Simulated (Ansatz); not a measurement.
# F₂H₂Se₂Sn: up Jacob's ladder to CCSD(T)

One table from this session's results is given with a row withheld; the runs are named, their logs left out.

Program: Ansatz 0.2.0, Gaussian basis. Level of theory: functionals in def2-TZVPP, the program's frozen cores in correlated methods. These are calculated values, not measurements.

The runs, in order: LDA (SPW92), PBE-D4, revPBE-D4, BLYP-D4, r2SCAN-D4, B97M-V, PBE0-D4, B3LYP-D4, r2SCANh-D4, r2SCAN0-D4, HSE06-D4, BHLYP-D4, CAM-B3LYP-D4, LC-ωPBE, ωB97X-V, ωB97M-V, B2PLYP, PBE-QIDH; CCSD(T)/def2-SVP; CCSD(T)/def2-TZVPP; MP2/def2-QZVPP; extrapolation to the limit; RPA on PBE.

### The geometry

An earlier PBE0-D4 in a triple-zeta def2 set relaxation fixed the geometry. Sn takes the def2 core potential; no spin-orbit term is included.

SMILES `[F][Sn]([F])([SeH])[SeH]`, 7 atoms, charge 0, spin multiplicity 1.

Atoms are counted from 1 here; the program's logs count them from 0.

Bond lengths: F1–Sn2 1.906 Å, Sn2–F3 1.909 Å, Sn2–Se4 2.491 Å, Sn2–Se5 2.494 Å, Se4–H6 1.471 Å, Se5–H7 1.471 Å. Angles: F1–Sn2–F3 102.0°, F1–Sn2–Se4 104.3°, F1–Sn2–Se5 112.6°, F3–Sn2–Se4 113.0°, F3–Sn2–Se5 105.2°, Se4–Sn2–Se5 118.7°, Sn2–Se4–H6 89.9°, Sn2–Se5–H7 88.6°.

Set-up of the first run:

in.yaml reads:

```yaml
crystal:
  periodic: [false, false, false]
  atoms:
    - {symbol: F, position_ang: [0.376706, -2.332372, 0.217137]}
    - {symbol: Sn, position_ang: [0.105218, -0.446438, 0.173739]}
    - {symbol: F, position_ang: [1.640828, 0.195676, 1.107672]}
    - {symbol: Se, position_ang: [-2.014294, -0.099940, 1.434948]}
    - {symbol: Se, position_ang: [0.298279, 0.497807, -2.126190]}
    - {symbol: H, position_ang: [-2.050780, 1.300060, 0.985195]}
    - {symbol: H, position_ang: [1.705343, 0.817206, -1.838199]}
basis:
  gaussian: {orbitals: def2-TZVPP}
hamiltonian: {xc: lda}
output: {orbitals: {seedname: orbitals}}
```

The run is started by

```console
ansatz run in.yaml --threads 4 --pin off --events-out ev --progress --plain --max-ram 11315MiB
```

Among the steps run: LDA; PBE-D4 (GGA); revPBE-D4 (GGA); BLYP-D4 (GGA); r2SCAN-D4 (meta-GGA); B97M-V (meta-GGA); B3LYP-D4 (hybrid); r2SCANh-D4 (hybrid); r2SCAN0-D4 (hybrid); HSE06-D4 (hybrid); BHLYP-D4 (hybrid); CAM-B3LYP-D4 (range-separated); LC-ωPBE (range-separated); ωB97X-V (range-separated); ωB97M-V (range-separated); B2PLYP (double hybrid); PBE-QIDH (double hybrid).

One of the session's tables, all rows but one given; the rest of the session is left out.

It belongs to the step «Orbital energies across the functionals». 

```
  functional  HOMO (eV)  LUMO (eV)  gap (eV)
 LDA (SPW92)      -6.97      -3.79      3.17
      PBE-D4          ?          ?         ?
   revPBE-D4      -6.73      -3.36      3.38
     BLYP-D4      -6.61      -3.41      3.21
   r2SCAN-D4      -7.11      -3.32      3.79
      B97M-V      -7.15      -3.16      3.98
     PBE0-D4      -8.00      -2.64      5.36
    B3LYP-D4      -7.74      -2.93      4.82
  r2SCANh-D4      -7.55      -3.02      4.53
  r2SCAN0-D4      -8.21      -2.57      5.64
    HSE06-D4      -7.60      -3.01      4.59
    BHLYP-D4      -9.03      -1.75      7.28
CAM-B3LYP-D4      -9.29      -1.71      7.58
     LC-ωPBE     -10.66      -0.52     10.15
     ωB97X-V     -10.30      -0.60      9.70
     ωB97M-V     -10.16      -0.72      9.43
```

Estimate the missing values for PBE-D4.

**Answer.** HOMO (eV): -6.79; LUMO (eV): -3.47; gap (eV): 3.33. In the column «HOMO (eV)» it lies between LDA (SPW92) (-6.97) and revPBE-D4 (-6.73).
